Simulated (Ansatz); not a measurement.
# FGeH2O: the cost of one run

Program: Ansatz 0.2.0 through its Python package. Level of theory: B3LYP/def2-SVP. These are calculated values, not measurements.

## 1. The system

Bond lengths: O1–Ge2 1.841 Å, Ge2–F3 1.778 Å, O1–H4 0.950 Å, Ge2–H5 1.550 Å. Angles: O1–Ge2–F3 111.3°, O1–Ge2–H5 108.4°, F3–Ge2–H5 108.6°, Ge2–O1–H4 107.4°.

No structure file is read: the coordinates are typed or built in the script.

## 2. The script

Contents of relaxed_scan.py:

```python
'''Relaxed scan of one distance in FGeH2O.'''

import warnings

import ansatz as az
import numpy as np

SETTINGS = {
    'basis_set': 'def2-SVP',
    'functional': 'b3lyp',
}

warnings.simplefilter('ignore', az.DeckWarning)

geometry_ang = [
    ('O', (1.247, -0.2005, -0.3574)),
    ('Ge', (-0.3716, 0.3038, 0.3596)),
    ('F', (-1.1134, 1.6188, -0.5796)),
    ('H', (1.6096, -0.8749, 0.2051)),
    ('H', (-1.3217, -0.9208, 0.331)),
]
geometry = az.Crystal.molecule()
for symbol, xyz in geometry_ang:
    geometry = geometry.atom(symbol, xyz)

model = (
    geometry.calculation()
    .basis(gaussian=SETTINGS['basis_set'])
    .functional(SETTINGS['functional'])
    .spin('collinear', total=1)
)
symbols = [site.symbol for site in geometry.cartesian_sites]
pairs = [(0, 1), (0, 3), (1, 2), (1, 4)]
print('held (A)   E (eV)        ', '  '.join(f'{symbols[i]}{i}-{symbols[j]}{j}' for i, j in pairs))
for length in [0.87, 0.95, 1.03, 1.14, 1.28]:
    data = model.relax(constraints=[az.DistanceConstraint((0, 3), at=length)], force_tolerance=0.02, max_steps=60).run(threads=1).report
    xyz = np.array(data['positions_ang'])
    print(f'{length:6.2f} {data["free_energy_ev"]:14.5f}  ', '  '.join(f'{np.linalg.norm(xyz[i] - xyz[j]):.3f}' for i, j in pairs))
```

## 3. The input behind the calls

The engine receives this input (first run):

```yaml
crystal:
  periodic: [false, false, false]
  atoms:
    - { symbol: O, position_ang: [1.247, -0.2005, -0.3574] }
    - { symbol: Ge, position_ang: [-0.3716, 0.3038, 0.3596] }
    - { symbol: F, position_ang: [-1.1134, 1.6188, -0.5796] }
    - { symbol: H, position_ang: [1.6096, -0.8749, 0.2051] }
    - { symbol: H, position_ang: [-1.3217, -0.9208, 0.331] }
basis:
  gaussian:
    orbitals: def2-SVP
hamiltonian:
  xc: b3lyp
magnetization:
  spin_polarized: true
  initial_magnetization: 1.0
relax:
  f_tol: 0.02
  max_steps: 60
  constraints:
    - { distance: [0, 3], at: 0.87 }
```

## 4. The run

Started as:

```
python relaxed_scan.py
```

What time and memory should one allow on 1 thread of Arm Neoverse V2, shared host?

About 3.3 min, with a peak of 0.25 GiB.
